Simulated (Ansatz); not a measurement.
# GeH4O: the cost of one run

Program: Ansatz 0.2.0. Level of theory: RKS PBE0-D4/def2-SVP. These are calculated values, not measurements.

### Step 1. Starting point

Bond lengths: Ge1–H2 1.550 Å, Ge1–H3 1.550 Å, Ge1–O4 1.769 Å, O4–H5 1.010 Å, Ge1–H6 1.549 Å. Angles: H2–Ge1–H3 109.5°, H2–Ge1–O4 109.5°, H2–Ge1–H6 109.5°, H3–Ge1–O4 109.5°, H3–Ge1–H6 109.5°, O4–Ge1–H6 109.5°, Ge1–O4–H5 109.5°.

Coordinates:

```xyz
6

Ge    0.0000    0.0000    0.0000
H     0.0000    0.0000    1.5500
H     1.4616    0.0000   -0.5162
O    -0.8337    1.4443   -0.5894
H    -1.7915    1.2136   -0.8118
H    -0.7300   -1.2648   -0.5162
```

### Step 2. Relaxing the start

The input, input.yaml:

```yaml
crystal:
  periodic: [false, false, false]
  atoms:
    - { symbol: Ge, position_ang: [0.0, 0.0, 0.0] }
    - { symbol: H, position_ang: [0.0, 0.0, 1.55] }
    - { symbol: H, position_ang: [1.4616, 0.0, -0.5162] }
    - { symbol: O, position_ang: [-0.8337, 1.4443, -0.5894] }
    - { symbol: H, position_ang: [-1.7915, 1.2136, -0.8118] }
    - { symbol: H, position_ang: [-0.73, -1.2648, -0.5162] }
basis:
  gaussian: { orbitals: def2-SVP }
hamiltonian:
  xc: pbe0
  dispersion: d4
relax:
  f_tol: 0.02
  max_steps: 40
output:
  orbitals: {}
```

Run with:

```console
> ansatz run input.yaml --threads 1 --pin off --max-ram 2048MiB --backend cpu --events-out ev --progress --plain --runs-dir out
```

What time and memory should one allow on 1 thread of Arm Neoverse N1, shared host?

About 19 s, with a peak of 0.12 GiB.
